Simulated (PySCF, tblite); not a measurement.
**C6H9NOSi: geometry, infrared bands and NMR shifts**

Wanted: the infrared bands and NMR shifts of C6H9NOSi (`C=C1C[C@](C#N)(CO)[SiH2]1`), by calculation.

Programs: tblite 0.8.0 and PySCF 2.14.0, with density-fitted response routines of our own. Each step states its level of theory. These are calculated values for one molecule in the gas phase, unless marked as measured. Atoms are numbered from 0 throughout.

## (1) The starting structure

18 atoms, charge 0, multiplicity 1; geometry from: force field or distance geometry start.

Bonds of the start (Å): C0–C1 1.35, C1–C2 1.47, C2–C3 1.49, C3–C4 1.47, C4–N5 1.17, C3–C6 1.51, C6–O7 1.39, C3–Si8 1.87, Si8–C1 1.81, C0–H9 1.08, C0–H10 1.08, C2–H11 1.12, C2–H12 1.11, C6–H13 1.12, C6–H14 1.12, O7–H15 1.02, Si8–H16 1.46, Si8–H17 1.46.

## (2) Geometry optimisation with GFN2-xTB

The job: settings as JSON, then the geometry in Å.

```
{"job": {"kind": "relax", "xc": "GFN2-xTB", "basis": "xTB"}, "charge": 0, "multiplicity": 1}
C      2.196000    -0.331300     1.224900
C      1.324200    -0.284600     0.196700
C      0.802000     0.715200    -0.749200
C     -0.559700     0.131600    -0.565400
C     -1.490300     0.310900    -1.685600
N     -2.227900     0.456700    -2.577900
C     -1.225000     0.314600     0.772600
O     -1.420800     1.644200     1.108600
Si     0.290000    -1.539000    -0.607900
H      2.408900    -1.225100     1.788100
H      2.682100     0.596200     1.503900
H      1.226400     0.507300    -1.765300
H      0.911600     1.775900    -0.437100
H     -2.217000    -0.202200     0.726900
H     -0.652400    -0.122300     1.626900
H     -2.429400     1.778700     1.129900
H     -0.296200    -2.558900     0.253800
H      0.668800    -1.961600    -1.955600
```

Run with:

```bash
$ OMP_NUM_THREADS=1 python probes_run.py task.json out
```

One launch serves the whole session: the jobs run in the order shown.

**Question.** This job is followed by: GFN2-xTB harmonic vibrations, gas phase; GIAO PBE0/pcSseg-1 NMR shielding, non-relativistic, gas phase. Predict these results of the whole session: strongest single infrared mode (GFN2-xTB); zero-point energy (GFN2-xTB); 13C shifts against TMS (PBE0/pcSseg-1); 1H shifts against TMS (PBE0/pcSseg-1); 15N shifts against NH3 (PBE0/pcSseg-1); 17O shifts against H2O (PBE0/pcSseg-1); 29Si shifts against TMS (PBE0/pcSseg-1).

The runs gave:

```
                                 quantity                                                     value
strongest single infrared mode (GFN2-xTB)                                     2288 cm⁻¹, 360 km/mol
             zero-point energy (GFN2-xTB)                                             82.8 kcal/mol
   13C shifts against TMS (PBE0/pcSseg-1)                 151.0, 140.9, 129.1, 70.4, 45.1, 23.2 ppm
    1H shifts against TMS (PBE0/pcSseg-1)  6.34, 6.06, 5.21, 4.87, 4.30, 3.73, 3.51, 3.34, 1.25 ppm
   15N shifts against NH3 (PBE0/pcSseg-1)                                                 298.4 ppm
   17O shifts against H2O (PBE0/pcSseg-1)                                                  42.1 ppm
  29Si shifts against TMS (PBE0/pcSseg-1)                                                 -30.4 ppm
```

In words: Over 98 steps the energy fell by 1.318 eV; of the close pairs, C1–Si8 changed most, 1.814 to 1.890 Å. All 48 modes are real, so the xTB geometry is a minimum. The strongest single mode, at 2288 cm⁻¹, moves mainly H16. Unscaled tight-binding wavenumbers are off by several per cent, some by more. Its intensities can rank the bands wrongly. C1 (fully substituted alkene carbon) lies farthest downfield among carbon, at 151.0 ppm; as expected for a trigonal carbon in a double bond. At PBE0/pcSseg-1: Shielding is most anisotropic at N5 (span 470 ppm, paramagnetic term -373 ppm).
